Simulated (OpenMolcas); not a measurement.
# Nd²⁺ among point charges: CASSCF levels and susceptibility

How does a field of 6 point charges split the states of Nd²⁺, and what χT follows?

Program: OpenMolcas 26.06. Level of theory: state-averaged CASSCF, spin-orbit coupling by RASSI with atomic mean-field integrals. These are calculated values, not measurements, unless marked.

## Step 1: What is computed

```
Species                           : Nd²⁺ (neodymium, Z = 60, 58 electrons)
Basis                             : ANO-RCC-VDZP [7s6p4d2f1g], 68 functions
Scalar Hamiltonian                : DKH2, point nucleus
Inactive shells                   : 1s 2s 2p 3s 3p 3d 4s 4p 4d 5s 5p
Active space                      : 4 electrons in 7 orbitals (4f)
Some configurations of this space : 4f4
Orbitals                          : optimised for the highest spin of each parity, averaged over all roots
```

Outer shells as boxes (Hund's rule):

4f4
```
4f [↑ ][↑ ][↑ ][↑ ][  ][  ][  ]
```

The ion sits among 6 point charges of -1.5 e arranged as a trigonal antiprism (D3d), 2.85 Å from the ion, with a polar angle of 50.9° against the regular 54.74°.

Each step is its own input file, run in one work folder so that later steps find the files of earlier ones. Labels, J, g values, rates, χT and fits are worked out afterwards by a script from the matrices that RASSI stores. The input lists half of the charges; inversion (Group=XYZ) makes the rest.

## Step 2: GATEWAY and SEWARD: basis and integrals

File a.inp:

```
&GATEWAY
Coord
1

Nd 0.0 0.0 0.0
Basis=ANO-RCC-VDZP
Group=XYZ
NoMove
AngMom=0.0 0.0 0.0
AMFI
XField
3 Angstrom 0
0.000000 2.211861 1.797267 -1.500000
1.915528 -1.105931 1.797267 -1.500000
1.915528 1.105931 -1.797267 -1.500000
&SEWARD
```

Launch:

```
> OMP_NUM_THREADS=1 MOLCAS_MEM=2252 MOLCAS_PROJECT=a pymolcas a.inp > a.log
```

## Step 3: Reference wave functions, quintets of even parity, 35 roots

File a.inp:

```
&RASSCF
FileOrb=start.orb
Symmetry=1
Spin=5
nActEl=4 0 0
Inactive=15 12
Ras2=0 7
CIRoot=35 35 1
SDav=35
CIMx=300
Iter=120 100
PrWF=0.3
OrbListing=Nothing
MaxOrb=0
>>> COPY $Project.JobIph JOB001
```

start.orb holds the contracted functions of the basis, ordered by shell, or the orbitals of the step before.

## Step 4: CASSCF: triplets of even parity, 162 roots

File a.inp:

```
&RASSCF
FileOrb=start.orb
Symmetry=1
Spin=3
nActEl=4 0 0
Inactive=15 12
Ras2=0 7
CIRoot=162 162 1
SDav=210
CIMx=300
Iter=120 100
PrWF=0.3
OrbListing=Nothing
MaxOrb=0
CIOnly
>>> COPY $Project.JobIph JOB002
```

## Step 5: CASSCF: singlets of even parity, 162 roots

File a.inp:

```
&RASSCF
FileOrb=start.orb
Symmetry=1
Spin=1
nActEl=4 0 0
Inactive=15 12
Ras2=0 7
CIRoot=162 162 1
SDav=196
CIMx=300
Iter=120 100
PrWF=0.3
OrbListing=Nothing
MaxOrb=0
CIOnly
>>> COPY $Project.JobIph JOB003
```

## Step 6: State interaction with spin-orbit coupling

File a.inp:

```
&RASSI
NrOfJobIphs=3 33 106 31
1 2 3 4 5 6 7 8 9 10 11 12 13 14 15 16 17 18 19 20 21 22 23 24 25 26 27
28 29 30 31 32 33
1 2 3 4 5 6 7 8 9 10 11 12 13 14 15 16 17 18 19 20 21 22 23 24 25 26 27
28 29 30 31 32 33 34 35 36 37 38 39 40 41 42 43 44 45 46 47 48 49 50 51
52 53 54 55 56 57 58 59 60 61 62 63 64 65 66 67 68 69 70 71 72 73 74 75
76 77 78 79 80 81 82 83 84 85 86 87 88 89 90 91 92 93 94 95 96 97 98 99
100 101 102 103 104 105 106
1 2 3 4 5 6 7 8 9 10 11 12 13 14 15 16 17 18 19 20 21 22 23 24 25 26 27
28 29 30 31
IphNames
JOB001
JOB002
JOB003
EJob
SpinOrbit
DIPRint=1.0
SOCoupling=1000.0
Subsets=2
Property=9
'ANGMOM' 1 'ANGMOM' 2 'ANGMOM' 3 'MLTPL  1' 1 'MLTPL  1' 2 'MLTPL  1' 3
'AMFI' 1 'AMFI' 2 'AMFI' 3
SOProperty=3
'ANGMOM' 1 'ANGMOM' 2 'ANGMOM' 3
```

Before running it: what results should come out? Wanted: spin-free ground state; first state of the same spin within the active space; lowest level; next level.

**Answer**, as computed:

| quantity | value |
| --- | --- |
| method | CASSCF |
| spin-free ground state | 5A1, 1-fold in its orbital part |
| first state of the same spin within the active space | 5E at 23.9 cm⁻¹ |
| lowest level | 1-fold A1 |
| next level | 35.8 cm⁻¹ |
| χT at 300 K | 1.02 cm³ K/mol |
| effective moment at 300 K | 2.86 μB |

What this shows: The spin-free ground state (5A1) comes to 100 % from free-ion I terms and keeps the highest spin of the shell. The triplets, singlets rest on orbitals optimised for another spin in at least one step, which raises them against the optimised states. Not all states of the active space went into the spin-orbit step. High states of lower spin are left out of the spin-orbit mixing, and CASSCF puts spin-flip levels too high. Point charges carry no covalency, so the field is a model and not that of real ligands.
